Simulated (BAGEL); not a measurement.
# ROHF/def2-SVP (density fitting with qzvpp-jkfit) run of CuH2S2 (Cu(SH)2)

What is the energy change on altering one bond length of CuH2S2 (Cu(SH)2) at ROHF/def2-SVP (density fitting with qzvpp-jkfit)? 

Program for the calculation: BAGEL 1.2.2.

6 further runs of the same task are left out: 5 that didn't finish, 1 set aside as unsound or not needed.

## 1. The molecule

The species is CuH2S2 (5 atoms), meant as a doublet with charge 0. SMILES: `[SH][Cu][SH]`. The shape comes from GFN2-xTB, which is rough for such elements, and wasn't checked as a minimum. This is one conformer, not always the lowest.

Bond lengths: Cu1–S2 2.155 Å, Cu1–S4 2.157 Å, S2–H3 1.324 Å, S4–H5 1.326 Å. Angles: S2–Cu1–S4 179.9°, Cu1–S2–H3 97.9°, Cu1–S4–H5 98.0°.

## 2. The energy at ROHF/def2-SVP (density fitting with qzvpp-jkfit)

calc.json

```json
{ "bagel": [

{
  "title": "molecule",
  "basis": "svp",
  "df_basis": "qzvpp-jkfit",
  "angstrom": true,
  "geometry": [
    { "atom": "Cu", "xyz": [    0.002730,   -0.001310,    0.000490 ] },
    { "atom": "S", "xyz": [   -0.039620,    0.032140,    2.155150 ] },
    { "atom": "H", "xyz": [    1.176740,    0.516730,    2.354720 ] },
    { "atom": "S", "xyz": [    0.039990,   -0.034020,   -2.155650 ] },
    { "atom": "H", "xyz": [   -1.179840,   -0.513540,   -2.354710 ] }
  ]
},
{ "title": "rohf", "nopen": 1 },
{ "title": "print", "file": "orbitals.molden", "orbitals": true }

]}
```

On the command line:

```
$ BAGEL_NUM_THREADS=1 BAGEL calc.json > calc.out
```

The program printed:

```text
* using 1 threads per process

  ===============================================================
  ===============================================================

  *** Geometry ***

  { "atom" : "Cu", "xyz" : [      0.005159,     -0.002476,      0.000926 ] },
  { "atom" : "S", "xyz" : [     -0.074871,      0.060736,      4.072643 ] },
  { "atom" : "H", "xyz" : [      2.223716,      0.976478,      4.449776 ] },
  { "atom" : "S", "xyz" : [      0.075570,     -0.064288,     -4.073588 ] },
  { "atom" : "H", "xyz" : [     -2.229574,     -0.970450,     -4.449757 ] },

  Number of auxiliary basis functions:      556

  Since a DF basis is specified, we compute 2- and 3-index integrals:
    o Being stored without compression. Storage requirement is 0.026 GB

  Number of basis functions:       77
  Number of electrons      :       63

    * METHOD: MOLECULE                             0.24

  *** Open-shell HF ***

  === Nuclear Repulsion ===
   287.1189648443

      * DIIS with orbital gradients will be used.

  === ROHF iteration (svp) ===
      0      -2434.16260782          0.05741954           0.16
      1      -2432.25165339          0.14914792           0.16
      2      -2432.63783046          0.10150662           0.16
      3      -2434.61454898          0.02352835           0.16
      4      -2434.68809262          0.00832061           0.16
      5      -2434.70597503          0.00535266           0.16
      6      -2434.71899870          0.00354828           0.16
      7      -2434.72581624          0.00125040           0.16
      8      -2434.72798251          0.00107688           0.16
      9      -2434.72775519          0.00014255           0.16
     10      -2434.72804818          0.00003215           0.16
     11      -2434.72801689          0.00001485           0.16
     12      -2434.72801413          0.00000727           0.16
     13      -2434.72801694          0.00000704           0.16
     14      -2434.72801715          0.00000659           0.16
     15      -2434.72801788          0.00000453           0.16
     16      -2434.72801818          0.00000215           0.16
     17      -2434.72801838          0.00000186           0.16
     18      -2434.72801839          0.00000113           0.16
     19      -2434.72801837          0.00000066           0.16
     20      -2434.72801845          0.00000007           0.16
     21      -2434.72801845          0.00000002           0.16
     22      -2434.72801845          0.00000001           0.16
    * SCF iteration converged.

    * S^2 (ROHF) is 0.7500

    * Permanent dipole moment:
           (   -0.003263,    -0.000915,    -0.002901) a.u.

    * METHOD: ROHF                                 3.87

    * METHOD: PRINT                                0.01

  ===============================================================
```

It took 4.5 s on 1 thread of Arm Neoverse V2, shared host; peak memory 0.13 GiB.

## 3. The distorted shape, same level

calc.json

```json
{ "bagel": [

{
  "title": "molecule",
  "basis": "svp",
  "df_basis": "qzvpp-jkfit",
  "angstrom": true,
  "geometry": [
    { "atom": "Cu", "xyz": [      -0.008448,       0.008503,       0.647309 ] },
    { "atom": "S", "xyz": [      -0.050798,       0.041953,       2.801969 ] },
    { "atom": "H", "xyz": [       1.165562,       0.526543,       3.001539 ] },
    { "atom": "S", "xyz": [       0.039990,      -0.034020,      -2.155650 ] },
    { "atom": "H", "xyz": [      -1.179840,      -0.513540,      -2.354710 ] }
  ]
},

{
  "title": "rohf",
  "nopen": 1
},

{
  "title": "print",
  "file": "orbitals.molden",
  "orbitals": true
}

]}
```

On the command line:

```
$ BAGEL_NUM_THREADS=1 BAGEL calc.json > calc.out
```

The program printed:

```text
* using 1 threads per process

  ===============================================================
  ===============================================================

  *** Geometry ***

  { "atom" : "Cu", "xyz" : [     -0.015964,      0.016068,      1.223237 ] },
  { "atom" : "S", "xyz" : [     -0.095994,      0.079280,      5.294954 ] },
  { "atom" : "H", "xyz" : [      2.202593,      0.995022,      5.672087 ] },
  { "atom" : "S", "xyz" : [      0.075570,     -0.064288,     -4.073588 ] },
  { "atom" : "H", "xyz" : [     -2.229574,     -0.970450,     -4.449757 ] },

  Number of auxiliary basis functions:      556

  Since a DF basis is specified, we compute 2- and 3-index integrals:
    o Being stored without compression. Storage requirement is 0.026 GB

  Number of basis functions:       77
  Number of electrons      :       63

    * METHOD: MOLECULE                             0.24

  *** Open-shell HF ***

  === Nuclear Repulsion ===
   255.2982606619

      * DIIS with orbital gradients will be used.

  === ROHF iteration (svp) ===
      0      -2434.16816587          0.05719171           0.17
      1      -2431.94037944          0.14941172           0.16
      2      -2431.86808543          0.11071628           0.16
      3      -2434.47367091          0.03503766           0.16
      4      -2434.65994274          0.01297241           0.16
      5      -2434.68535996          0.00397733           0.16
      6      -2434.68926860          0.00055555           0.16
      7      -2434.68956388          0.00014521           0.17
      8      -2434.68961818          0.00004886           0.16
      9      -2434.68962864          0.00002755           0.16
     10      -2434.68963335          0.00002512           0.17
     11      -2434.68963478          0.00002450           0.16
     12      -2434.68963612          0.00002381           0.16
     13      -2434.68964296          0.00002004           0.16
     14      -2434.68965068          0.00001103           0.16
     15      -2434.68965574          0.00000889           0.16
     16      -2434.68965647          0.00000552           0.16
     17      -2434.68965633          0.00000397           0.16
     18      -2434.68965725          0.00000164           0.16
     19      -2434.68965729          0.00000080           0.16
     20      -2434.68965721          0.00000017           0.16
     21      -2434.68965718          0.00000011           0.16
     22      -2434.68965717          0.00000010           0.16
     23      -2434.68965717          0.00000009           0.16
     24      -2434.68965717          0.00000009           0.17
     25      -2434.68965717          0.00000009           0.16
     26      -2434.68965716          0.00000009           0.16
     27      -2434.68965716          0.00000006           0.17
     28      -2434.68965716          0.00000006           0.16
     29      -2434.68965716          0.00000005           0.16
     30      -2434.68965716          0.00000003           0.17
     31      -2434.68965716          0.00000002           0.16
     32      -2434.68965716          0.00000002           0.16
     33      -2434.68965716          0.00000002           0.16
     34      -2434.68965716          0.00000002           0.17
     35      -2434.68965716          0.00000002           0.16
     36      -2434.68965716          0.00000002           0.16
     37      -2434.68965716          0.00000002           0.16
     38      -2434.68965716          0.00000002           0.16
     39      -2434.68965716          0.00000002           0.17
     40      -2434.68965716          0.00000002           0.16
     41      -2434.68965716          0.00000002           0.16
     42      -2434.68965716          0.00000002           0.17
     43      -2434.68965716          0.00000002           0.16
     44      -2434.68965716          0.00000002           0.16
     45      -2434.68965716          0.00000002           0.17
     46      -2434.68965716          0.00000002           0.16
     47      -2434.68965716          0.00000003           0.16
     48      -2434.68965716          0.00000003           0.17
     49      -2434.68965716          0.00000003           0.16
     50      -2434.68965716          0.00000003           0.16
     51      -2434.68965716          0.00000003           0.16
     52      -2434.68965716          0.00000002           0.16
     53      -2434.68965716          0.00000002           0.16
     54      -2434.68965716          0.00000002           0.16
     55      -2434.68965716          0.00000002           0.16
     56      -2434.68965716          0.00000002           0.16
     57      -2434.68965716          0.00000002           0.16
     58      -2434.68965716          0.00000001           0.16
     59      -2434.68965716          0.00000001           0.16
     60      -2434.68965716          0.00000001           0.16
     61      -2434.68965716          0.00000001           0.16
     62      -2434.68965716          0.00000001           0.16
     63      -2434.68965716          0.00000001           0.16
     64      -2434.68965716          0.00000001           0.17
     65      -2434.68965716          0.00000001           0.17
     66      -2434.68965716          0.00000001           0.17
     67      -2434.68965716          0.00000001           0.17
    * SCF iteration converged.

    * S^2 (ROHF) is 0.7500

    * Permanent dipole moment:
           (   -0.028488,    -0.030807,    -0.910220) a.u.

    * METHOD: ROHF                                11.34

    * METHOD: PRINT                                0.01

  ===============================================================
```

It took 12 s on 1 thread of Arm Neoverse V2, shared host; peak memory 0.13 GiB.

## 4. Summary of results

Level: ROHF/def2-SVP (density fitting with qzvpp-jkfit).

```
                                                          quantity           value
                                         first shape: total energy  -2434.72802 Eh
                                        first shape: dipole moment          0.01 D
                                                 first shape: ⟨S²⟩           0.750
                                     distorted shape: total energy  -2434.68966 Eh
                                    distorted shape: dipole moment          2.32 D
                                             distorted shape: ⟨S²⟩           0.750
energy change with the Cu1–S4 bond stretched from 2.157 to 2.804 Å        1.044 eV
```

What this shows: With the Cu1–S4 bond stretched from 2.157 to 2.804 Å the energy rises by 1.04 eV (24 kcal/mol). The first shape isn't relaxed at this level, so the change isn't measured from a minimum.
